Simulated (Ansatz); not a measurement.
This script drives the Python package of Ansatz (0.2.0).

The script reads `fgehi.xyz`:
```text
4

F    -1.46400   -0.25170    0.85430
Ge   -0.04620    0.48780    0.18100
I     1.78320   -1.23420    0.23250
H    -0.21740    0.93790   -1.28810
```

Script `opt_fgehi.py`:
```python
"""Minimum-energy structure of FGeHI."""

import warnings

import ansatz as az
import numpy as np


def main() -> None:
    warnings.simplefilter("ignore", az.DeckWarning)

    fgehi = az.Crystal.molecule_from_extxyz("fgehi.xyz")

    calc = (
        fgehi.calculation()
        .basis(gaussian="def2-SVP")
        .functional("b3lyp", dispersion="d4")
        .spin("collinear", total=1)
    )
    symbols = [site.symbol for site in fgehi.cartesian_sites]
    start = np.array([site.position_ang for site in fgehi.cartesian_sites], dtype=float)
    def progress(event):
        if event["event"] == "relax_step":
            row = event["data"]
            print(f"step {row['step']:3d}  E = {row['lagrangian_ev']:.6f} eV  max force {row['allowed_force_max_ev_ang']:.4f} eV/A")


    summary = calc.relax(force_tolerance=0.01).session().plan().execute(on_event=progress).report
    end = np.array(summary["positions_ang"])

    print("reference energy %16.6f eV" % summary["reference_energy_ev"])
    print("total energy     %16.6f eV" % summary["free_energy_ev"])
    print("occupied (up, down):", summary["n_occupied"], " virtual:", summary["n_virtual"], " frozen:", summary["n_frozen"])

    print("bond        before    after (A)")
    for i, j in [(0, 1), (1, 2), (1, 3)]:
        d0, d1 = (np.linalg.norm(xyz[i] - xyz[j]) for xyz in (start, end))
        print(f"{symbols[i]}{i}-{symbols[j]}{j}".ljust(10), f"{d0:8.4f} {d1:8.4f}")


if __name__ == "__main__":
    main()
```

It is started by `python opt_fgehi.py`. How long does it take on 1 thread of Arm Neoverse V2, with other jobs on the host, and how much memory does it need?

It took about 35 s, with a peak of 0.31 GiB, for 1 run of the engine.

Running `python opt_fgehi.py` prints:
```text
step   1  E = -67347.709428 eV  max force 0.6326 eV/A
step   2  E = -67347.768017 eV  max force 0.2446 eV/A
step   3  E = -67347.776808 eV  max force 0.1022 eV/A
step   4  E = -67347.777477 eV  max force 0.0522 eV/A
step   5  E = -67347.777425 eV  max force 0.0463 eV/A
step   6  E = -67347.777718 eV  max force 0.0048 eV/A
reference energy    -67347.625861 eV
total energy        -67347.777922 eV
occupied (up, down): [34, 33]  virtual: [43, 44]  frozen: 0
bond        before    after (A)
F0-Ge1       1.7350   1.7536
Ge1-I2       2.5129   2.5557
Ge1-H3       1.5460   1.5738
```

The settings weren't tested for convergence. The end point is the stationary point reached from this start; no frequency run checks that it is a minimum, and the basis set is modest. def2 sets replace the cores of elements past krypton by effective core potentials. The species is open-shell (spin multiplicity 2). Total less reference energy is the dispersion correction. b3lyp holds the VWN-RPA fit, as in Gaussian; the form of ORCA and Turbomole is b3lyp5.

(Lines on the test bed's own set-up are left out of the output.)
